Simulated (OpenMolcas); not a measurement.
# BSiN2H5 (SMILES N[SiH]1BN1): levels of theory compared

We compute a comparison of 6 runs (B3LYP/6-31G*, B3LYP/cc-pVDZ, BHLYP/cc-pVDZ, BLYP/cc-pVDZ, revPBE/cc-pVDZ) of BSiN2H5. 

The results are computed with OpenMolcas 26.06.

1 further run of the same task is left out (set aside as unsound or not needed).

**1. The molecule**

BSiN2H5 has 9 atoms, charge 0, and is taken as a singlet. SMILES: `N[SiH]1BN1`. The coordinates come from a PBE0-D4/def2-TZVP relaxation. This is one conformer, not always the lowest.

Bond lengths: N1–Si2 1.702 Å, Si2–B3 1.914 Å, Si2–N4 1.755 Å, B3–N4 1.389 Å, N1–H5 1.006 Å, N1–H6 1.005 Å, Si2–H7 1.482 Å, B3–H8 1.190 Å, N4–H9 1.011 Å. Some angles: N1–Si2–B3 127.2°, N1–Si2–N4 121.8°, B3–Si2–N4 44.2°, Si2–B3–N4 61.8°, Si2–N4–B3 74.0°, N1–Si2–H7 105.5°, B3–Si2–H7 127.1°, N4–Si2–H7 113.4°, Si2–N1–H5 122.6°, Si2–N1–H6 123.2°.

**2. Energy and forces at B3LYP/6-31G(d) (spherical functions) (run 1)**

Input file test.inp:

```
* BH5N2Si Kohn-Sham DFT
>>> EXPORT MOLCAS_PRINT=2
&GATEWAY
BasLib
$CurrDir
Coord
9
angstrom
N       -0.637800       1.588100       0.218200
Si       0.258900       0.175500       0.530500
B       -0.233900      -1.625800       0.110200
N        0.650500      -0.971600      -0.738400
H       -0.221300       2.503300       0.212900
H       -1.561800       1.577300      -0.177300
H        1.441200       0.620900       1.305200
H       -0.741300      -2.702400       0.114400
H        1.134000      -1.211600      -1.592900
Basis
6-31Gs
Group
NoSym
&SEWARD
GridInput
Grid=UltraFine
End of Grid
&SCF
KSDFT
B3LYP
Thresholds
1e-10 1e-07 1e-07 1e-05
PrOrbitals
1 2
&ALASKA
```

The basis set 6-31G* is read from a file made from the Basis Set Exchange's data (not shown).

Run with:

```
$ export MOLCAS_MEM=1860
$ pymolcas test.inp > test.log
```

What it wrote:

```text
--- Start Module: gateway ---
[...]
--- Stop Module: gateway /rc=_RC_ALL_IS_WELL_ ---
[...]
      Basis functions           70
[...]
--- Start Module: scf ---
[...]
       Convergence after  14 Iterations
[...]
::    Total KS-DFT energy                            -426.8744992580
[...]
      Total spin, S                                     0.0000000000
[...]
      Total electronic charge=   38.000000
      Total            charge=   -0.000000
[...]
      Dipole Moment (debye):
      Origin of the operator (angstrom)=    0.0680   -0.0495    0.1198
                   X=  9.5944E-02               Y=  1.4495E+00               Z= -1.5796E+00           Total=  2.1460E+00
      Quadrupole Moment (debye*angstrom):
[...]
--- Stop Module: scf /rc=_RC_ALL_IS_WELL_ ---
[...]
--- Start Module: alaska ---
[...]
 *              Molecular gradients               *
 **************************************************
  Irreducible representation: a
 ------------------------------------------------------------------------------------------
                              X                       Y                       Z
 ------------------------------------------------------------------------------------------
  N1                2.29841348465598E-03   -4.48013509652334E-03   -8.83833151083147E-04
  SI2              -2.89881148084969E-03    2.23929968241166E-04   -8.79346661559488E-03
  B3                2.55867543473354E-03    4.48781797869202E-03   -6.04083176517278E-04
  N4               -1.86452143151161E-03    3.77851254082273E-03    3.99044948863470E-03
  H5               -1.96861490380718E-03   -4.96456344947482E-03    5.50758198806997E-04
  H6                4.92139052590090E-03   -1.60687923450198E-04    1.73063981538424E-03
  H7               -5.31912122234246E-04   -6.62539899705328E-04   -5.34910506939656E-04
  H8                2.55274135741779E-04    4.11046320491604E-04   -2.64492109174286E-04
[...]
--- Stop Module: alaska /rc=_RC_ALL_IS_WELL_ ---
[...]
```

Wall time 21 s (1 thread of Intel Xeon 6975P-C (Granite Rapids), shared host); peak memory 0.41 GiB.

**3. Energy and gradient at B3LYP/6-31G(d) (Cartesian functions) (run 2)**

Input file run.inp:

```
* BH5N2Si Kohn-Sham DFT
&gateway
baslib
$CurrDir
coord
9
angstrom
N       -0.637800       1.588100       0.218200
Si       0.258900       0.175500       0.530500
B       -0.233900      -1.625800       0.110200
N        0.650500      -0.971600      -0.738400
H       -0.221300       2.503300       0.212900
H       -1.561800       1.577300      -0.177300
H        1.441200       0.620900       1.305200
H       -0.741300      -2.702400       0.114400
H        1.134000      -1.211600      -1.592900
basis
6-31Gs
group
NoSym
&seward
gridinput
Grid=UltraFine
End of Grid
&scf
ksdft
B3LYP
thresholds
1e-10 1e-07 1e-07 1e-05
prorbitals
1
&alaska
```

The basis set 6-31G* is read from a file made from the Basis Set Exchange's data (not shown).

Run with:

```
$ export MOLCAS_MEM=1860
$ pymolcas run.inp > run.log
```

What it wrote:

```text
--- Start Module: gateway ---
[...]
--- Stop Module: gateway /rc=_RC_ALL_IS_WELL_ ---
[...]
      Basis functions           74
[...]
--- Start Module: scf ---
[...]
       Convergence after  14 Iterations
[...]
::    Total KS-DFT energy                            -426.8788867624
[...]
      Total spin, S                                     0.0000000000
[...]
      Total electronic charge=   38.000000
      Total            charge=   -0.000000
[...]
      Dipole Moment (debye):
      Origin of the operator (angstrom)=    0.0680   -0.0495    0.1198
                   X=  9.3079E-02               Y=  1.4446E+00               Z= -1.5770E+00           Total=  2.1407E+00
      Quadrupole Moment (debye*angstrom):
[...]
--- Stop Module: scf /rc=_RC_ALL_IS_WELL_ ---
[...]
--- Start Module: alaska ---
[...]
 *              Molecular gradients               *
 **************************************************
  Irreducible representation: a
 ------------------------------------------------------------------------------------------
                              X                       Y                       Z
 ------------------------------------------------------------------------------------------
  N1                2.06065353942098E-03   -4.04202422232736E-03   -1.01617771539991E-03
  SI2              -2.66877617690175E-03   -1.44082873150708E-04   -8.53158749362315E-03
  B3                2.50742433332718E-03    4.38366318009642E-03   -5.43615746630977E-04
  N4               -1.70876994027847E-03    3.68313984607127E-03    3.67436685628597E-03
  H5               -1.97402827101301E-03   -4.93851254564204E-03    5.59101126655935E-04
  H6                4.89261761181092E-03   -1.51137517219679E-04    1.72609033855053E-03
  H7               -5.28265473278555E-04   -6.45372000432021E-04   -5.23401961185943E-04
  H8                2.29088788670673E-04    4.22356813430724E-04   -2.32015905081318E-04
[...]
--- Stop Module: alaska /rc=_RC_ALL_IS_WELL_ ---
[...]
```

Run time: 22 s. Hardware: 1 thread of Intel Xeon 6975P-C (Granite Rapids), shared host; peak memory 0.43 GiB.

Run 3 isn't shown in full; the table further down has it.

**4. Energy and gradient at BHLYP/cc-pVDZ (run 4)**

Input file mol.inp:

```
&GATEWAY
 BasLib = $CurrDir
 Coord
 9
 angstrom
 N       -0.637800       1.588100       0.218200
 Si       0.258900       0.175500       0.530500
 B       -0.233900      -1.625800       0.110200
 N        0.650500      -0.971600      -0.738400
 H       -0.221300       2.503300       0.212900
 H       -1.561800       1.577300      -0.177300
 H        1.441200       0.620900       1.305200
 H       -0.741300      -2.702400       0.114400
 H        1.134000      -1.211600      -1.592900
 Basis = cc-pVDZ
 Group = NoSym

&SEWARD
 GridInput
 Grid=UltraFine
 End of Grid

&SCF
 KSDFT = HYB_GGA_XC_BHANDHLYP
 Thresholds = 1e-10 1e-07 1e-07 1e-05
 PrOrbitals = 1

&ALASKA
```

The basis set cc-pVDZ is read from a file made from the Basis Set Exchange's data (not shown).

Run with:

```
$ export MOLCAS_MEM=1860
$ pymolcas mol.inp > mol.log
```

What it wrote:

```text
--- Start Module: gateway ---
[...]
--- Stop Module: gateway /rc=_RC_ALL_IS_WELL_ ---
[...]
      Basis functions           85
[...]
--- Start Module: scf ---
[...]
       Convergence after  13 Iterations
[...]
::    Total KS-DFT energy                            -426.7971351907
[...]
      Total spin, S                                     0.0000000000
[...]
      Total electronic charge=   38.000000
      Total            charge=   -0.000000
[...]
      Dipole Moment (debye):
      Origin of the operator (angstrom)=    0.0680   -0.0495    0.1198
                   X=  1.2235E-01               Y=  1.4673E+00               Z= -1.4586E+00           Total=  2.0726E+00
      Quadrupole Moment (debye*angstrom):
[...]
--- Stop Module: scf /rc=_RC_ALL_IS_WELL_ ---
[...]
--- Start Module: alaska ---
[...]
 *              Molecular gradients               *
 **************************************************
  Irreducible representation: a
 ------------------------------------------------------------------------------------------
                              X                       Y                       Z
 ------------------------------------------------------------------------------------------
  N1                4.56760131548251E-03   -7.09106904898604E-03    4.85119895166336E-04
  SI2              -2.98535623968554E-03   -1.42902113020060E-03   -9.47746784136250E-03
  B3               -2.94029566271981E-03    1.18348540699031E-03    4.59449636322828E-03
  N4               -3.38028795921375E-04    7.19515421899253E-03    5.48443697524092E-03
  H5                1.92864849703156E-04   -9.71541095395878E-05    8.21609585172967E-04
  H6               -1.36432246867102E-04   -4.35159490309533E-04    2.47580281649729E-04
  H7                2.33403478451244E-04    9.75143915589172E-05   -4.02060652383351E-04
  H8                7.53609366670460E-05   -2.04419221586871E-04   -5.35313998541287E-04
[...]
--- Stop Module: alaska /rc=_RC_ALL_IS_WELL_ ---
[...]
```

Run time: 25 s. Hardware: 1 thread of Intel Xeon 6975P-C (Granite Rapids), shared host; peak memory 0.46 GiB.

Run 5 isn't shown in full; the table further down has it.

**5. Energy and gradient at revPBE/cc-pVDZ (run 6)**

Input file coord.xyz:

```xyz
9

N     -0.637800     1.588100     0.218200
Si     0.258900     0.175500     0.530500
B     -0.233900    -1.625800     0.110200
N      0.650500    -0.971600    -0.738400
H     -0.221300     2.503300     0.212900
H     -1.561800     1.577300    -0.177300
H      1.441200     0.620900     1.305200
H     -0.741300    -2.702400     0.114400
H      1.134000    -1.211600    -1.592900
```

Input file run.inp:

```
* BH5N2Si Kohn-Sham DFT
&GATEWAY
BasLib=$CurrDir
Coord=coord.xyz
Basis=cc-pVDZ
Group=NoSym
&SEWARD
GridInput
Grid=UltraFine
End of Grid
&SCF
KSDFT=revPBE
Thresholds=1e-10 1e-07 1e-07 1e-05
PrOrbitals=1 2
&ALASKA
```

The basis set cc-pVDZ is read from a file made from the Basis Set Exchange's data (not shown).

Run with:

```
$ export MOLCAS_MEM=1860
$ pymolcas run.inp > run.log
```

What it wrote:

```text
--- Start Module: gateway ---
[...]
--- Stop Module: gateway /rc=_RC_ALL_IS_WELL_ ---
[...]
      Basis functions           85
[...]
--- Start Module: scf ---
[...]
       Convergence after  16 Iterations
[...]
::    Total KS-DFT energy                            -426.7727277829
[...]
      Total spin, S                                     0.0000000000
[...]
      Total electronic charge=   38.000000
      Total            charge=   -0.000000
[...]
      Dipole Moment (debye):
      Origin of the operator (angstrom)=    0.0680   -0.0495    0.1198
                   X=  1.4352E-01               Y=  1.5867E+00               Z= -1.6276E+00           Total=  2.2775E+00
      Quadrupole Moment (debye*angstrom):
[...]
--- Stop Module: scf /rc=_RC_ALL_IS_WELL_ ---
[...]
--- Start Module: alaska ---
[...]
 *              Molecular gradients               *
 **************************************************
  Irreducible representation: a
 ------------------------------------------------------------------------------------------
                              X                       Y                       Z
 ------------------------------------------------------------------------------------------
  N1                5.50841950486447E-03   -7.33480933519459E-03   -2.26910283729084E-03
  SI2              -1.43421731248861E-03   -2.24431209063614E-03   -2.11680442622750E-02
  B3                5.97606591938593E-03    7.12857246148069E-03   -4.21075710451113E-03
  N4               -7.14113241838099E-03    6.48742399645874E-03    1.35239049458455E-02
  H5               -5.42015946423025E-03   -1.29310065454264E-02    1.03070634729143E-03
  H6                1.27136815930440E-02   -4.35605171034081E-04    5.58795740235984E-03
  H7               -7.29266812315643E-03   -2.80411045267637E-03   -4.70720920247292E-03
  H8                3.96469773676422E-03    7.79588081986082E-03   -5.28848058778508E-04
[...]
--- Stop Module: alaska /rc=_RC_ALL_IS_WELL_ ---
[...]
```

It took 29 s on 1 thread of Intel Xeon 6975P-C (Granite Rapids), shared host; peak memory 0.47 GiB.

**6. The series**

| run | level | Cartesian functions | energy (Eh) | dipole moment (D) | HOMO energy (eV) | LUMO energy (eV) | wall time |
| --- | --- | --- | --- | --- | --- | --- | --- |
| 1 | B3LYP/6-31G* (spherical functions) | no | -426.874499 | 2.15 | -6.14 | 0.20 | 21 s |
| 2 | B3LYP/6-31G* (Cartesian functions) | yes | -426.878887 | 2.14 | -6.15 | 0.20 | 22 s |
| 3 | B3LYP/cc-pVDZ | no | -426.898122 | 2.18 | -6.18 | 0.00 | 29 s |
| 4 | BHLYP/cc-pVDZ | no | -426.797135 | 2.07 | -7.50 | 1.28 | 25 s |
| 5 | BLYP/cc-pVDZ | no | -426.810176 | 2.25 | -5.04 | -0.62 | 30 s |
| 6 | revPBE/cc-pVDZ | no | -426.772728 | 2.28 | -5.16 | -0.74 | 29 s |

**7. Results**

| quantity | value |
| --- | --- |
| run 6: total energy | -426.77273 Eh |
| run 6: dipole moment | 2.28 D |
| run 6: HOMO energy | -5.16 eV |
| run 6: LUMO energy | -0.74 eV |
| run 6: HOMO–LUMO gap | 4.43 eV |
| run 6: largest force on an atom | 1.097 eV/Å |

In words: The dipole moment (its size) runs from 2.07 D (BHLYP/cc-pVDZ) to 2.28 D (revPBE/cc-pVDZ). The HOMO–LUMO gap runs from 4.42 eV (BLYP/cc-pVDZ) to 8.77 eV (BHLYP/cc-pVDZ). Totals of different functionals can't be ranked against each other. All runs together took 2.6 min, the longest 30 s.
